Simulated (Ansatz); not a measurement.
# C₄H₇BO₃: up Jacob's ladder to CCSD(T)

The task here is to estimate one member of a computed series from the others.

The runs use Ansatz 0.2.0, Gaussian basis; functionals in def2-TZVPP, the program's frozen cores in correlated methods.

The runs, in order: LDA (SPW92), PBE-D4, revPBE-D4, BLYP-D4, r2SCAN-D4, B97M-V, PBE0-D4, B3LYP-D4, r2SCANh-D4, r2SCAN0-D4, HSE06-D4, BHLYP-D4, CAM-B3LYP-D4, LC-ωPBE, ωB97X-V, ωB97M-V, B2PLYP, PBE-QIDH; CCSD(T)/def2-SVP; MP2/def2-TZVPP; MP2/def2-QZVPP; RPA on PBE.

### The geometry

All runs share one geometry, relaxed beforehand with PBE0-D4 in a triple-zeta def2 set.

SMILES `C[B-]1(O)OC=CC=[O+]1`, 15 atoms, charge 0, spin multiplicity 1.

Atoms are counted from 1 here; the program's logs count them from 0.

Bond lengths: C1–B2 1.587 Å, C1–H9 1.094 Å, C1–H10 1.094 Å, C1–H11 1.093 Å, B2–O3 1.410 Å, B2–O4 1.556 Å, B2–O8 1.555 Å, O3–H12 0.956 Å, O4–C5 1.267 Å, C5–C6 1.385 Å, C5–H13 1.092 Å, C6–C7 1.385 Å, C6–H14 1.079 Å, C7–O8 1.267 Å, C7–H15 1.092 Å. Angles: B2–C1–H9 111.1°, B2–C1–H10 111.1°, B2–C1–H11 112.3°, H9–C1–H10 107.7°, H9–C1–H11 107.2°, H10–C1–H11 107.3°, C1–B2–O3 119.5°, C1–B2–O4 109.3°, C1–B2–O8 109.4°, O3–B2–O4 106.4°, O3–B2–O8 106.4°, O4–B2–O8 105.0°, B2–O3–H12 112.3°, B2–O4–C5 121.5°, O4–C5–C6 123.9°, O4–C5–H13 115.4°, C6–C5–H13 120.6°, C5–C6–C7 116.8° and more.

Set-up of the first run:

Input file in.yaml:

```yaml
crystal:
  periodic: [false, false, false]
  atoms:
    - {symbol: C, position_ang: [0.889483, -1.875468, -0.453023]}
    - {symbol: B, position_ang: [0.525357, -0.497797, 0.245670]}
    - {symbol: O, position_ang: [1.208012, -0.111882, 1.418043]}
    - {symbol: O, position_ang: [0.713869, 0.661745, -0.774120]}
    - {symbol: C, position_ang: [-0.041750, 1.678542, -0.767254]}
    - {symbol: C, position_ang: [-1.237009, 1.748140, -0.071407]}
    - {symbol: C, position_ang: [-1.670415, 0.584987, 0.542337]}
    - {symbol: O, position_ang: [-0.989549, -0.482112, 0.595724]}
    - {symbol: H, position_ang: [1.941145, -1.897534, -0.754818]}
    - {symbol: H, position_ang: [0.720208, -2.717176, 0.225494]}
    - {symbol: H, position_ang: [0.291010, -2.056489, -1.349938]}
    - {symbol: H, position_ang: [1.863469, -0.754787, 1.684782]}
    - {symbol: H, position_ang: [0.287521, 2.511173, -1.392041]}
    - {symbol: H, position_ang: [-1.855947, 2.631202, -0.103691]}
    - {symbol: H, position_ang: [-2.667404, 0.526957, 0.983542]}
basis:
  gaussian: {orbitals: def2-TZVPP}
hamiltonian: {xc: lda}
output: {orbitals: {seedname: orbitals}}
```

On the command line:

```
$ ansatz run in.yaml --threads 4 --pin off --events-out ev --progress --plain --max-ram 11315MiB
```

Steps of the session up to this table: LDA; PBE-D4 (GGA); revPBE-D4 (GGA); BLYP-D4 (GGA); r2SCAN-D4 (meta-GGA); B97M-V (meta-GGA); B3LYP-D4 (hybrid); r2SCANh-D4 (hybrid); r2SCAN0-D4 (hybrid); HSE06-D4 (hybrid); BHLYP-D4 (hybrid); CAM-B3LYP-D4 (range-separated); LC-ωPBE (range-separated); ωB97X-V (range-separated); ωB97M-V (range-separated); B2PLYP (double hybrid); PBE-QIDH (double hybrid).

One of the session's tables, all rows but one given; the rest of the session is left out.

It belongs to the step «Frontier levels by functional». 

| functional | HOMO (eV) | LUMO (eV) | gap (eV) |
| --- | --- | --- | --- |
| LDA (SPW92) | -6.52 | -3.29 | 3.22 |
| PBE-D4 | -6.32 | -3.04 | 3.28 |
| revPBE-D4 | -6.25 | -2.94 | 3.30 |
| BLYP-D4 | -6.20 | -2.92 | 3.28 |
| r2SCAN-D4 | -6.55 | -2.92 | 3.63 |
| B97M-V | -6.59 | -2.85 | 3.75 |
| PBE0-D4 | -7.50 | -2.15 | 5.35 |
| B3LYP-D4 | -7.31 | -2.38 | 4.93 |
| r2SCANh-D4 | -7.00 | -2.59 | 4.41 |
| r2SCAN0-D4 | -7.67 | -2.08 | 5.58 |
| HSE06-D4 | -7.10 | -2.54 | 4.57 |
| BHLYP-D4 | -8.55 | -1.11 | 7.44 |
| CAM-B3LYP-D4 | -8.81 | -1.05 | 7.75 |
| LC-ωPBE | ? | ? | ? |
| ωB97X-V | -9.74 | 0.05 | 9.79 |
| ωB97M-V | -9.66 | -0.02 | 9.65 |

Q: Estimate the row for LC-ωPBE from the others.

The run gave: HOMO (eV): -10.05; LUMO (eV): 0.08; gap (eV): 10.14. In the column «HOMO (eV)» it is the lowest.
